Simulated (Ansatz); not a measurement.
# F4Si: the cost of one run

Method: DFT PBE0, Gaussian basis def2-TZVP, in Ansatz 0.2.0.

### Step 1. The starting structure

Bond lengths: Si1–F2 1.570 Å, Si1–F3 1.570 Å, Si1–F4 1.570 Å, Si1–F5 1.570 Å. Angles: F2–Si1–F3 109.5°, F2–Si1–F4 109.5°, F2–Si1–F5 109.5°, F3–Si1–F4 109.5°, F3–Si1–F5 109.5°, F4–Si1–F5 109.5°.

Structure file:

```xyz
5

Si    0.0000    0.0000    0.0000
F     0.9064    0.9064    0.9064
F     0.9064   -0.9064   -0.9064
F    -0.9064    0.9064   -0.9064
F    -0.9064   -0.9064    0.9064
```

### Step 2. Relaxing the atoms: F4Si

The input, input.yaml:

```yaml
crystal:
  periodic: [false, false, false]
  atoms:
    - { symbol: Si, position_ang: [0.0, 0.0, 0.0] }
    - { symbol: F, position_ang: [0.90643992, 0.90643992, 0.90643992] }
    - { symbol: F, position_ang: [0.90643992, -0.90643992, -0.90643992] }
    - { symbol: F, position_ang: [-0.90643992, 0.90643992, -0.90643992] }
    - { symbol: F, position_ang: [-0.90643992, -0.90643992, 0.90643992] }
basis:
  gaussian: { orbitals: def2-TZVP }
hamiltonian:
  xc: pbe0
relax:
  f_tol: 0.004
  max_steps: 200
output:
  orbitals: {}
```

The run is started by

```bash
$ ansatz run input.yaml --threads 4 --pin off --max-ram 8192MiB --backend cpu --events-out ev --progress --plain --runs-dir out
```

**Question.** How long does this run take on 4 threads of AMD EPYC 9R45 (Zen 5), shared host, and how much memory does it need?

About 2.2 s, with a peak of 0.33 GiB.
